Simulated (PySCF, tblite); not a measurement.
**C₅H₁₀BNO₂: geometry, infrared bands and NMR shifts**

What infrared bands and NMR shifts should C₅H₁₀BNO₂ (`[BH3-][N+]#CCCCC(=O)O`) show?

Programs: tblite 0.8.0 and PySCF 2.14.0, with density-fitted response routines of our own. Each step states its level of theory. These are calculated values for one molecule in the gas phase, unless marked as measured. Atoms count from 0, in the outputs and in this text.

## 1. The starting structure

19 atoms, charge 0, multiplicity 1; geometry from: force field or distance geometry start.

Bonds of the start (Å): B0–N1 1.48, N1–C2 1.18, C2–C3 1.45, C3–C4 1.51, C4–C5 1.50, C5–C6 1.50, C6–O7 1.25, C6–O8 1.39, B0–H9 1.18, B0–H10 1.20, B0–H11 1.20, C3–H12 1.13, C3–H13 1.10, C4–H14 1.11, C4–H15 1.12, C5–H16 1.13, C5–H17 1.08, O8–H18 1.02.

## 2. Optimising the geometry with GFN2-xTB

What the job is given:

```
{"job": {"kind": "relax", "xc": "GFN2-xTB", "basis": "xTB"}, "charge": 0, "multiplicity": 1}
B     -3.528400     0.897600    -0.345600
N     -2.294400     0.081800    -0.398000
C     -1.321800    -0.578800    -0.407800
C     -0.130600    -1.408800    -0.433700
C      1.127200    -0.576500    -0.442000
C      1.114600     0.277500     0.788400
C      2.329900     1.148200     0.847600
O      2.562700     1.948500     1.785300
O      3.232500     1.022800    -0.204800
H     -3.863700     1.115200    -1.459600
H     -4.382200     0.345800     0.295900
H     -3.359600     1.951800     0.193700
H     -0.060600    -2.057100     0.493800
H     -0.141900    -2.022300    -1.350200
H      1.217300     0.066900    -1.336800
H      2.010500    -1.261100    -0.442100
H      1.182900    -0.411100     1.677600
H      0.232400     0.892800     0.921500
H      4.063600     1.606400    -0.190700
```

The run is started by

```sh
$ OMP_NUM_THREADS=1 python probes_run.py task.json out
```

One launch serves the whole session: the jobs run in the order shown.

**Question.** This job is followed by: GFN2-xTB harmonic vibrations, gas phase; GIAO PBE0/pcSseg-1 NMR shielding, non-relativistic, gas phase. Predict these results of the whole session: strongest single infrared mode (GFN2-xTB); zero-point energy (GFN2-xTB); 13C shifts against TMS (PBE0/pcSseg-1); 1H shifts against TMS (PBE0/pcSseg-1, means over atoms taken as alike); 11B shifts against BF3·OEt2 (PBE0/pcSseg-1); 15N shifts against NH3 (PBE0/pcSseg-1); 17O shifts against H2O (PBE0/pcSseg-1).

**Answer**, as computed:

```
                                                              quantity                               value
                             strongest single infrared mode (GFN2-xTB)               1794 cm⁻¹, 496 km/mol
                                          zero-point energy (GFN2-xTB)                       91.1 kcal/mol
                                13C shifts against TMS (PBE0/pcSseg-1)  174.0, 115.7, 36.2, 25.7, 19.2 ppm
1H shifts against TMS (PBE0/pcSseg-1, means over atoms taken as alike)    6.20, 2.63, 2.60, 2.06, 1.89 ppm
                           11B shifts against BF3·OEt2 (PBE0/pcSseg-1)                           -43.8 ppm
                                15N shifts against NH3 (PBE0/pcSseg-1)                           239.7 ppm
                                17O shifts against H2O (PBE0/pcSseg-1)                    443.7, 214.0 ppm
```

What this shows: Over 62 steps the energy fell by 0.591 eV; of the close pairs, C6–O7 changed most, 1.255 to 1.200 Å. All 51 modes are real, so the xTB geometry is a minimum. The strongest single mode, at 1794 cm⁻¹, moves mainly C6 and O7. Unscaled tight-binding wavenumbers are off by several per cent, some by more. Its intensities can rank the bands wrongly. At PBE0/pcSseg-1: Shielding is most anisotropic at O7 (span 611 ppm, paramagnetic term -505 ppm).
